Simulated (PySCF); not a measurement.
# V²⁺: excitation energy in aug-cc-pVTZ-DK

Aim: the excitation energy of vanadium from differences of total energies, at each level of theory, and how far each lands from the tabulated value where there is one.

Method: unrestricted determinants in a Gaussian basis, no spin-orbit coupling in the energies. Code: PySCF 2.14.0.

### Step 1. Starting point

```
Element                                   : vanadium (Z = 23)
Basis                                     : aug-cc-pVTZ-DK (8s7p5d3f2g, 93 functions)
Hamiltonian                               : the spin-free X2C one-electron Hamiltonian (Gaussian nucleus)
State 1                                   : V²⁺: [Ar] 3d2 4p1, one real determinant (an excited configuration)
Needed too, but not shown                 : V²⁺ [Ar] 3d3 (4F)
Methods                                   : UHF, LDA, PBE, PBE0, r2SCAN, M06-L, r2SCANh, B2PLYP, M06, MP2
Core shells frozen in the correlated runs : valence: [Ar] (for V²⁺)
```

The outer shells:

V2+ [Ar] 3d2 4p1
```
[Ar] core
3d [↑ ][↑ ][  ][  ][  ]
4p [↑ ][  ][  ]
```

The runs were made by one driver on top of PySCF. The scripts below sum up each run's settings (the driver also hands on starting orbitals that pick excited configurations, and frozen orbitals as a list rather than a count), and the logs come from the driver's own runs. The driver starts from symmetry-adapted Hartree-Fock orbitals, holds the occupation by maximum overlap and uses a logarithmic radial grid for functionals, so a plain start would take other cycles.

The integrals over 93 functions and the set-up took 1.6 s of CPU time.

### Step 2. V²⁺ [Ar] 3d2 4p1, method by method

Level: UHF.

File input.py:

```python
from pyscf import gto, scf, dft, mp, cc
import basis_set_exchange as bse
mol = gto.M(atom="V 0 0 0", charge=2, spin=3, symmetry="D2h",
            basis=gto.basis.parse(bse.get_basis("aug-cc-pVTZ-DK", elements=["V"], fmt="nwchem")),
            nucmod="G")
mf = scf.UHF(mol).sfx2c1e()
mf.irrep_nelec = {'Ag': (4, 3), 'B1g': (1, 0), 'B1u': (2, 2), 'B2u': (3, 2), 'B3u': (2, 2)}
mf.kernel()
```

Level: LDA.

Changes to input.py:

```diff
@@ -5,3 +5,3 @@
             nucmod="G")
-mf = scf.UHF(mol).sfx2c1e()
+mf = dft.UKS(mol, xc="LDA,VWN").sfx2c1e()
 mf.irrep_nelec = {'Ag': (4, 3), 'B1g': (1, 0), 'B1u': (2, 2), 'B2u': (3, 2), 'B3u': (2, 2)}
```

Level: PBE.

Changes to input.py:

```diff
@@ -5,3 +5,3 @@
             nucmod="G")
-mf = dft.UKS(mol, xc="LDA,VWN").sfx2c1e()
+mf = dft.UKS(mol, xc="PBE").sfx2c1e()
 mf.irrep_nelec = {'Ag': (4, 3), 'B1g': (1, 0), 'B1u': (2, 2), 'B2u': (3, 2), 'B3u': (2, 2)}
```

Level: PBE0.

Changes to input.py:

```diff
@@ -5,3 +5,3 @@
             nucmod="G")
-mf = dft.UKS(mol, xc="PBE").sfx2c1e()
+mf = dft.UKS(mol, xc="PBE0").sfx2c1e()
 mf.irrep_nelec = {'Ag': (4, 3), 'B1g': (1, 0), 'B1u': (2, 2), 'B2u': (3, 2), 'B3u': (2, 2)}
```

Level: r2SCAN.

Changes to input.py:

```diff
@@ -5,3 +5,3 @@
             nucmod="G")
-mf = dft.UKS(mol, xc="PBE0").sfx2c1e()
+mf = dft.UKS(mol, xc="R2SCAN").sfx2c1e()
 mf.irrep_nelec = {'Ag': (4, 3), 'B1g': (1, 0), 'B1u': (2, 2), 'B2u': (3, 2), 'B3u': (2, 2)}
```

Level: M06-L.

Changes to input.py:

```diff
@@ -5,3 +5,3 @@
             nucmod="G")
-mf = dft.UKS(mol, xc="R2SCAN").sfx2c1e()
+mf = dft.UKS(mol, xc="M06L").sfx2c1e()
 mf.irrep_nelec = {'Ag': (4, 3), 'B1g': (1, 0), 'B1u': (2, 2), 'B2u': (3, 2), 'B3u': (2, 2)}
```

Level: r2SCANh.

Changes to input.py:

```diff
@@ -5,3 +5,3 @@
             nucmod="G")
-mf = dft.UKS(mol, xc="M06L").sfx2c1e()
+mf = dft.UKS(mol, xc="HYB_MGGA_XC_R2SCANH").sfx2c1e()
 mf.irrep_nelec = {'Ag': (4, 3), 'B1g': (1, 0), 'B1u': (2, 2), 'B2u': (3, 2), 'B3u': (2, 2)}
```

Level: B2PLYP.

Changes to input.py:

```diff
@@ -5,3 +5,3 @@
             nucmod="G")
-mf = dft.UKS(mol, xc="HYB_MGGA_XC_R2SCANH").sfx2c1e()
+mf = dft.UKS(mol, xc="0.53*HF + 0.47*B88, 0.73*LYP").sfx2c1e()
 mf.irrep_nelec = {'Ag': (4, 3), 'B1g': (1, 0), 'B1u': (2, 2), 'B2u': (3, 2), 'B3u': (2, 2)}
```

Level: M06.

Changes to input.py:

```diff
@@ -5,3 +5,3 @@
             nucmod="G")
-mf = dft.UKS(mol, xc="0.53*HF + 0.47*B88, 0.73*LYP").sfx2c1e()
+mf = dft.UKS(mol, xc="M06").sfx2c1e()
 mf.irrep_nelec = {'Ag': (4, 3), 'B1g': (1, 0), 'B1u': (2, 2), 'B2u': (3, 2), 'B3u': (2, 2)}
```

### Step 3. V²⁺ [Ar] 3d2 4p1, continued

Level: MP2 (valence).

Edit input.py of step 2 so:

```diff
@@ -5,4 +5,5 @@
             nucmod="G")
-mf = dft.UKS(mol, xc="M06").sfx2c1e()
+mf = scf.UHF(mol).sfx2c1e()
 mf.irrep_nelec = {'Ag': (4, 3), 'B1g': (1, 0), 'B1u': (2, 2), 'B2u': (3, 2), 'B3u': (2, 2)}
 mf.kernel()
+mp.UMP2(mf, frozen=9).kernel()
```

**Question.** What will these runs give?

As calculated:

| quantity | value |
| --- | --- |
| excitation energy, V²⁺ → [Ar] 3d2 4p1 | UHF 10.173, MP2 (valence) 10.414 eV |

What this shows: The methods span 1.053 eV, from UHF (10.173) to M06-L (11.226). No reference value is at hand in this session. The basis is finite, and no extrapolation was made.
